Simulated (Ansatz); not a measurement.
**Rh: a trigonal deformation path**

One table from this session's results is given with a row withheld; the runs are named, their logs left out.

Program: Ansatz 0.2.0. Level of theory: DFT r2SCAN, scalar-relativistic, plane waves, PAW. These are calculated values, not measurements.

## The structure to begin with

Symmetry: Fm-3m, No. 225, cubic system. Conventional cell: a = 3.803 Å, b = 3.803 Å, c = 3.803 Å, α = 90.00°, β = 90.00°, γ = 90.00°. Rh (site symmetry m-3m) has 12 Rh at 2.69 Å as nearest neighbours.

Coordinates:

```xyz
1
Lattice="0.0000 1.9016 1.9016 1.9016 0.0000 1.9016 1.9016 1.9016 0.0000" Properties=species:S:1:pos:R:3 pbc="T T T"
Rh    0.0000    0.0000    0.0000
```

No relaxation comes first: the listed cell is the starting point.

## The reference cell

Reference values: F = -6415.2801 eV; pressure -0.65 GPa; largest force 0.000 eV/Å; gap on the mesh none (metal). It was computed beforehand with the settings of the runs below.

Set-up of the first run:

At fixed volume and fractional coordinates, lengths along (0.577, 0.577, 0.577) are scaled against those across it; ρ is that ratio over its starting value.

File input.yaml:

```yaml
crystal:
  lattice:
    - [-0.7986009575, 1.597201915, 1.597201915]
    - [1.597201915, -0.7986009575, 1.597201915]
    - [1.597201915, 1.597201915, -0.7986009575]
  atoms:
    - { symbol: Rh, position: [0.0, 0.0, 0.0] }
basis:
  ecutwfc: 500
kpoints:
  mp_grid: { grid: [24, 24, 24] }
hamiltonian:
  xc: r2scan
scf:
  occupations: { method: gaussian, width: 0.15 }
output:
  forces: true
  stress: true
  eigenvalues: true
  write_density: true
  write_potential: true
  elf: true
  volumetric_format: npy
```

The run is started by

```bash
ansatz run input.yaml --threads 1 --pin off --max-ram 2560MiB --backend cpu --events-out ev --progress --plain --runs-dir out
```

Steps of the session up to this table: Point ρ = 0.500; ρ = 2.000; At ρ = 0.710; At ρ = 1.410; At ρ = 0.600; Point ρ = 0.850; Point ρ = 1.200; ρ = 1.700; At ρ = 0.930; ρ = 1.080.

One of the session's tables, all rows but one given; the rest of the session is left out.

It belongs to the step «The scan collected». 

```
    ρ  ΔE (meV/atom)  pressure (GPa)
0.500         1030.4            41.3
0.600              ?               ?
0.710          923.6            29.5
0.850          279.3             8.4
0.930           58.5             1.3
1.000            0.0            -0.7
1.080           65.3             1.7
1.200          348.9            12.6
1.410         1152.1            45.8
1.700         2784.9           110.6
2.000         5084.9           195.2
```

Q: Estimate the row for ρ = 0.600 from the others.

Worked estimate for «ΔE (meV/atom)». A straight line through the neighbours (0.500, 1030.4) and (0.710, 923.6) gives 1030.4 + (923.6 − 1030.4) × (0.600 − 0.500) / (0.710 − 0.500) = 979.5; a parabola fitted to 3 rows on both sides gives 1108.2.

The run gave: ΔE (meV/atom): 1036.7; pressure (GPa): 38.5. In «ΔE (meV/atom)» the line misses by -57.2 and the parabola by +71.5. Between these rows the values bend or scatter more than so simple an estimate can follow.
